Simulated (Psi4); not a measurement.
# One shape, several levels: doublet GeClF+

Aim: a comparison of 3 runs (U-wB97X/def2-TZVP, UBHLYP/def2-TZVP, UCAM-B3LYP/def2-TZVP) of doublet GeClF+. 

The results are computed with Psi4 1.11.

### 1 The molecule

GeClF+: 3 atoms, total charge +1, spin state doublet. As SMILES of the parent species, `[F][Ge][Cl]`. Geometry: relaxed at PBE0-D4/def2-TZVP. That shape belongs to the parent species and isn't relaxed for this state.

Bond lengths: F1–Ge2 1.748 Å, Ge2–Cl3 2.180 Å. Angles: F1–Ge2–Cl3 98.3°.

### 2 Energy and forces at U-wB97X/def2-TZVP (run 1)

The input, job.dat:

```
memory 2200 MB

molecule {
  1 2
  F      0.110400     1.418700     0.206200
  Ge    -0.762800     0.035600    -0.410300
  Cl     0.641600    -1.519100     0.191000
  symmetry c1
}

set {
  reference            uks
  puream               true
  e_convergence        1e-09
  d_convergence        1e-08
  scf_type             pk
  dft_radial_points    99
  dft_spherical_points 590
  maxiter              100
}

energy_value, wavefunction = gradient("wb97x/def2-TZVP", return_wfn=True)
oeprop(wavefunction, "QUADRUPOLE", "MULLIKEN_CHARGES", "LOWDIN_CHARGES", title="WB97X")
print_variables()
```

Started as:

```
$ psi4 job.dat job.out -n 1
```

job.out:

```text
[...]
  Running in c1 symmetry.
[...]
  Nuclear repulsion =  246.377351934708940
[...]
  Multiplicity = 2
[...]
  Nalpha       = 29
  Nbeta        = 28
[...]
    Number of basis functions: 116
[...]
   @UKS iter   1: -2635.41759563380947   -2.12685e+00   2.52946e-02 ADIIS/DIIS
[...]
   @UKS iter  20: -2636.80352819566269   -7.73070e-12   6.75891e-09 DIIS
[...]
   @S^2 Observed:                7.631458496E-01
[...]
  @UKS Final Energy: -2636.80352819566269
   => Energetics <=
    Nuclear Repulsion Energy =            246.3773519347089405
    One-Electron Energy =               -4144.1650768310228159
    Two-Electron Energy =                1352.5529563448469617
    DFT Exchange-Correlation Energy =     -91.5687596441956231
    Empirical Dispersion Energy =           0.0000000000000000
    VV10 Nonlocal Energy =                  0.0000000000000000
    Total Energy =                      -2636.8035281956626932
  UHF NO Occupations:
  HONO-2 :   27  A 1.9991682
  HONO-1 :   28  A 1.9946302
[...]
  -Total Gradient:
     Atom            X                  Y                   Z
    ------   -----------------  -----------------  -----------------
       1        0.029926937139     0.019100044259    -0.000000000000
       2       -0.049674872780    -0.012459238090    -0.000000000000
       3        0.019855471593    -0.006314289484    -0.000000000000
[...]
 Multipole Moments:
 ------------------------------------------------------------------------------------
     Multipole            Electronic (a.u.)      Nuclear  (a.u.)        Total (a.u.)
 ------------------------------------------------------------------------------------
 L = 1.  Multiply by 2.5417464519 to convert [e a0] to [Debye]
 Dipole X            :         -5.0954564            4.0496531           -1.0458033
 Dipole Y            :          1.9296174           -2.3583850           -0.4287675
 Dipole Z            :         -0.0000000            0.0000000           -0.0000000
 Magnitude           :                                                    1.1302859
 L = 2.  Multiply by 1.3450342976 to convert [e a0^2] to [Debye ang]
 Quadrupole XX       :       -118.2452875           99.7587349          -18.4865526
 Quadrupole XY       :         63.1891171          -66.3360576           -3.1469405
[...]
```

Run time: 52 s. Hardware: 1 thread of Intel Xeon Platinum 8488C (Sapphire Rapids), shared host; peak memory 0.9 GiB.

### 3 Energy and forces at UBHLYP/def2-TZVP (run 2)

The input, clfge.dat:

```
memory 2200 mb

molecule {
  1 2
  F
  Ge 1 R2
  Cl 2 R3 1 A3

  R2 = 1.748003
  R3 = 2.179677
  A3 = 98.34974
  symmetry c1
}

set basis def2-TZVP
set reference uks
set puream true
set e_convergence 1e-09
set d_convergence 1e-08
set scf_type pk
set dft_radial_points 99
set dft_spherical_points 590
set maxiter 100

gradient("bhhlyp")
```

Started as:

```
$ psi4 -i clfge.dat -o clfge.out -n 1
```

clfge.out:

```text
[...]
  Running in c1 symmetry.
[...]
  Nuclear repulsion =  246.377398601329787
[...]
  Multiplicity = 2
[...]
  Nalpha       = 29
  Nbeta        = 28
[...]
    Number of basis functions: 116
[...]
   @UKS iter   1: -2635.39909150957646   -2.27559e+00   2.46326e-02 DIIS/ADIIS
[...]
   @UKS iter  19: -2636.73411009842221   -1.31877e-11   5.98900e-09 DIIS
[...]
   @S^2 Observed:                7.677068757E-01
[...]
  @UKS Final Energy: -2636.73411009842221
   => Energetics <=
    Nuclear Repulsion Energy =            246.3773986013297872
    One-Electron Energy =               -4144.6430846525818197
    Two-Electron Energy =                1321.6104482458101756
    DFT Exchange-Correlation Energy =     -60.0788722929800301
    Empirical Dispersion Energy =           0.0000000000000000
    VV10 Nonlocal Energy =                  0.0000000000000000
    Total Energy =                      -2636.7341100984222066
  UHF NO Occupations:
  HONO-2 :   27  A 1.9989227
  HONO-1 :   28  A 1.9928183
[...]
 Multipole Moments:
 ------------------------------------------------------------------------------------
     Multipole            Electronic (a.u.)      Nuclear  (a.u.)        Total (a.u.)
 ------------------------------------------------------------------------------------
 L = 1.  Multiply by 2.5417464519 to convert [e a0] to [Debye]
 Dipole X            :         -5.2488434            4.6496097           -0.5992337
 Dipole Y            :         -1.6558198            0.5854862           -1.0703336
 Dipole Z            :         -0.0000000            0.0000000           -0.0000000
 Magnitude           :                                                    1.2266602
[...]
  -Total Gradient:
     Atom            X                  Y                   Z
    ------   -----------------  -----------------  -----------------
       1        0.012259565954     0.042143879172    -0.000000000000
       2       -0.030388883216    -0.049443281594     0.000000000001
       3        0.018097829938     0.007308455682     0.000000000000
[...]
```

Wall time 33 s (1 thread of Intel Xeon Platinum 8488C (Sapphire Rapids), shared host); peak memory 0.72 GiB.

### 4 A single-point energy at UCAM-B3LYP/def2-TZVP (run 3)

The input, calc.inp:

```
memory 2200 MB

molecule geom {
  1 2
  F
  Ge 1 r2
  Cl 2 r3 1 a3

  r2 = 1.748003
  r3 = 2.179677
  a3 = 98.34974
  symmetry c1
}

set globals {
  reference uks
  puream true
  e_convergence 1e-09
  d_convergence 1e-08
  scf_type pk
  dft_radial_points 99
  dft_spherical_points 590
  maxiter 100
}

e = energy('cam-b3lyp/def2-TZVP')
```

Started as:

```
$ psi4 calc.inp calc.out -n 1
```

calc.out:

```text
[...]
  Running in c1 symmetry.
[...]
  Nuclear repulsion =  246.377398601329787
[...]
  Multiplicity = 2
[...]
  Nalpha       = 29
  Nbeta        = 28
[...]
    Number of basis functions: 116
[...]
   @UKS iter   1: -2635.46739618379979   -1.96887e+00   2.55334e-02 DIIS/ADIIS
[...]
   @UKS iter  19: -2636.90111789625325   -9.54969e-12   5.40780e-09 DIIS
[...]
   @S^2 Observed:                7.623785460E-01
[...]
    Orbital Energies [Eh]
    ---------------------
    Alpha Occupied:
       1A   -399.181413     2A   -101.883592     3A    -50.211665
       4A    -44.736344     5A    -44.734572     6A    -44.733246
       7A    -25.003605     8A     -9.813617     9A     -7.580860
      10A     -7.566961    11A     -7.566432    12A     -6.656383
      13A     -4.833379    14A     -4.827925    15A     -4.824361
      16A     -1.658236    17A     -1.653404    18A     -1.652730
      19A     -1.650151    20A     -1.646125    21A     -1.489338
      22A     -1.181008    23A     -0.887760    24A     -0.769474
      25A     -0.743970    26A     -0.743375    27A     -0.661748
      28A     -0.657790    29A     -0.651915
    Alpha Virtual:
[...]
  @UKS Final Energy: -2636.90111789625325
   => Energetics <=
    Nuclear Repulsion Energy =            246.3773986013297872
    One-Electron Energy =               -4144.0609281458246187
    Two-Electron Energy =                1351.8879465701675144
    DFT Exchange-Correlation Energy =     -91.1055349219257806
    Empirical Dispersion Energy =           0.0000000000000000
    VV10 Nonlocal Energy =                  0.0000000000000000
    Total Energy =                      -2636.9011178962532540
  UHF NO Occupations:
  HONO-2 :   27  A 1.9992794
  HONO-1 :   28  A 1.9949385
[...]
 Multipole Moments:
 ------------------------------------------------------------------------------------
     Multipole            Electronic (a.u.)      Nuclear  (a.u.)        Total (a.u.)
 ------------------------------------------------------------------------------------
 L = 1.  Multiply by 2.5417464519 to convert [e a0] to [Debye]
 Dipole X            :         -5.2016989            4.6496097           -0.5520892
 Dipole Y            :         -1.5814972            0.5854862           -0.9960110
 Dipole Z            :         -0.0000000            0.0000000           -0.0000000
 Magnitude           :                                                    1.1387890
[...]
```

Wall time 30 s (1 thread of Intel Xeon Platinum 8488C (Sapphire Rapids), shared host); peak memory 0.9 GiB.

### 5 The series

```csv
run,level,task,energy (Eh),HOMO energy (eV),LUMO energy (eV),⟨S²⟩,wall time
1,U-wB97X/def2-TZVP,gradient,-2636.803528,-18.57,-11.43,0.763,52 s
2,UBHLYP/def2-TZVP,gradient,-2636.734110,-17.41,-12.31,0.768,33 s
3,UCAM-B3LYP/def2-TZVP,energy,-2636.901118,-17.54,-12.24,0.762,30 s
```

### 6 What came out

| quantity | value |
| --- | --- |
| run 3: total energy | -2636.90112 Eh |
| run 3: HOMO energy (highest over α and β) | -17.54 eV |
| run 3: LUMO energy (lowest over α and β) | -12.24 eV |
| run 3: ⟨S²⟩ | 0.762 |

What this shows: Totals of different functionals can't be ranked against each other. All runs together took 1.9 min, the longest 52 s.
